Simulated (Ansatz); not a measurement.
# Mg32O31: the cost of one run

All numbers below are computed with Ansatz 0.2.0 (DFT PBE+D3(BJ), plane waves, PAW, scalar-relativistic, no spin polarisation).

The COD cell was measured well above room temperature, so it is larger than a cold one.

### Step 1. The starting structure

The cell holds 63 atoms (Mg32O31): a = 8.833 Å, b = 8.833 Å, c = 8.833 Å, α = 90.00°, β = 90.00°, γ = 90.00°.

Its coordinates follow in the input file.

### Step 2. Relaxing end A

The input, input.yaml:

```yaml
crystal:
  lattice:
    - [8.8332, 0.0, 0.0]
    - [0.0, 8.8332, 0.0]
    - [0.0, 0.0, 8.8332]
  atoms:
    - { symbol: Mg, position: [0.5034057, -0.0044645, -0.0004774] }
    - { symbol: O, position: [0.7533035, 0.2435812, 0.2472319] }
    - { symbol: Mg, position: [0.7499503, 0.2533308, 0.0001826] }
    - { symbol: O, position: [3.98e-05, 0.4967782, 0.249528] }
    - { symbol: Mg, position: [0.7503403, 0.0025136, 0.2504054] }
    - { symbol: O, position: [7.13e-05, 0.2461658, 0.5009943] }
    - { symbol: Mg, position: [-0.0046245, -0.0003079, 0.0007356] }
    - { symbol: O, position: [0.2495081, 0.2499364, 0.2509412] }
    - { symbol: Mg, position: [0.2556222, 0.2481847, -6.61e-05] }
    - { symbol: Mg, position: [0.5000129, 0.498459, -1.97e-05] }
    - { symbol: O, position: [0.7487453, 0.752152, 0.2518729] }
    - { symbol: Mg, position: [0.7507666, 0.7495786, 0.0034546] }
    - { symbol: O, position: [-0.0007572, -0.0013563, 0.2507165] }
    - { symbol: Mg, position: [0.2485338, -0.0018709, 0.2506704] }
    - { symbol: O, position: [0.4960845, 0.2501311, 0.4962523] }
    - { symbol: Mg, position: [0.5017517, 0.2513296, 0.2473549] }
    - { symbol: O, position: [0.7491022, 0.4964263, 0.4974] }
    - { symbol: Mg, position: [0.7491373, 0.4985948, 0.2545993] }
    - { symbol: O, position: [-0.0005545, 0.7523483, 0.4918676] }
    - { symbol: Mg, position: [0.5026871, -0.0017078, 0.5018019] }
    - { symbol: O, position: [0.7535681, 0.2456208, 0.7464915] }
    - { symbol: Mg, position: [0.746102, 0.2497852, 0.5061507] }
    - { symbol: O, position: [0.0024283, 0.4988158, 0.7476522] }
    - { symbol: Mg, position: [0.751026, 0.0029473, 0.7509115] }
    - { symbol: O, position: [-0.0044841, 0.2506168, 0.0012848] }
    - { symbol: Mg, position: [0.0004622, 0.5113255, -0.0022414] }
    - { symbol: O, position: [0.2559168, 0.7489772, 0.2499053] }
    - { symbol: Mg, position: [0.2517323, 0.7490051, 0.0006476] }
    - { symbol: O, position: [0.501309, 0.0030672, 0.2479737] }
    - { symbol: Mg, position: [-0.0005237, 0.2487787, 0.2443674] }
    - { symbol: O, position: [0.2486037, 0.497895, 0.4962373] }
    - { symbol: Mg, position: [0.2525823, 0.5077933, 0.2546944] }
    - { symbol: O, position: [0.5025442, 0.7506458, 0.5069092] }
    - { symbol: Mg, position: [0.4983258, 0.746686, 0.2486281] }
    - { symbol: O, position: [0.7491707, 0.0019512, 0.5039317] }
    - { symbol: Mg, position: [-0.0023933, 0.0009476, 0.5001328] }
    - { symbol: O, position: [0.2497364, 0.2512861, 0.7473071] }
    - { symbol: Mg, position: [0.2456485, 0.2486356, 0.4970856] }
    - { symbol: O, position: [0.5008804, 0.5023495, 0.7483881] }
    - { symbol: Mg, position: [0.4930793, 0.4986298, 0.4981954] }
    - { symbol: O, position: [0.7492423, 0.7438063, 0.7487713] }
    - { symbol: Mg, position: [0.7465791, 0.7501774, 0.5065759] }
    - { symbol: O, position: [9.71e-05, 0.0081112, 0.7529588] }
    - { symbol: Mg, position: [0.2454096, -0.00087, 0.7470059] }
    - { symbol: O, position: [0.5070933, 0.2517646, 0.0030735] }
    - { symbol: Mg, position: [0.5050651, 0.2492598, 0.7536157] }
    - { symbol: O, position: [0.7527588, 0.5008978, 0.0049689] }
    - { symbol: Mg, position: [0.7564433, 0.5036251, 0.7501088] }
    - { symbol: O, position: [-0.0012283, 0.7433504, -0.0009247] }
    - { symbol: Mg, position: [0.0044961, 0.7479486, 0.2561708] }
    - { symbol: O, position: [0.2480401, -0.0002685, 0.4941481] }
    - { symbol: Mg, position: [0.0010735, 0.4967711, 0.4999624] }
    - { symbol: O, position: [0.246399, 0.7465945, 0.745291] }
    - { symbol: Mg, position: [0.2502578, 0.7464584, 0.4974953] }
    - { symbol: O, position: [0.5030604, 0.0040591, 0.7443912] }
    - { symbol: Mg, position: [-0.00083, 0.2494013, 0.7450395] }
    - { symbol: O, position: [0.2513279, 0.497957, 0.0020086] }
    - { symbol: Mg, position: [0.2518015, 0.49914, 0.7530393] }
    - { symbol: O, position: [0.4996014, 0.7466658, 0.0032205] }
    - { symbol: Mg, position: [0.5003015, 0.7447814, 0.7496752] }
    - { symbol: O, position: [0.7462599, 0.000646, 0.0055497] }
    - { symbol: Mg, position: [-0.0023743, 0.7500054, 0.7492666] }
    - { symbol: O, position: [0.2521275, 0.0003254, 6.08e-05] }
basis:
  ecutwfc: 420.0
kpoints:
  mp_grid: { grid: [1, 1, 1] }
hamiltonian:
  xc: pbe
  dispersion: d3bj
  pseudopotentials: { kind: paw, azcp: { folder: soft_1 } }
scf:
  occupations: { method: gaussian, width: 0.05 }
  lower_state_search: "off"
relax:
  f_tol: 0.03
  max_steps: 60
  adjacent_minimum: "off"
output:
  write_density: true
  write_potential: true
  elf: true
  volumetric_format: npy
```

The run is started by

```console
$ ansatz run input.yaml --threads 4 --pin off --max-ram 10240MiB --backend cpu --events-out ev --progress --plain --runs-dir out
```

What time and memory should one allow on 4 threads of Arm Neoverse V2, shared host?

About 21 s, with a peak of 0.89 GiB.
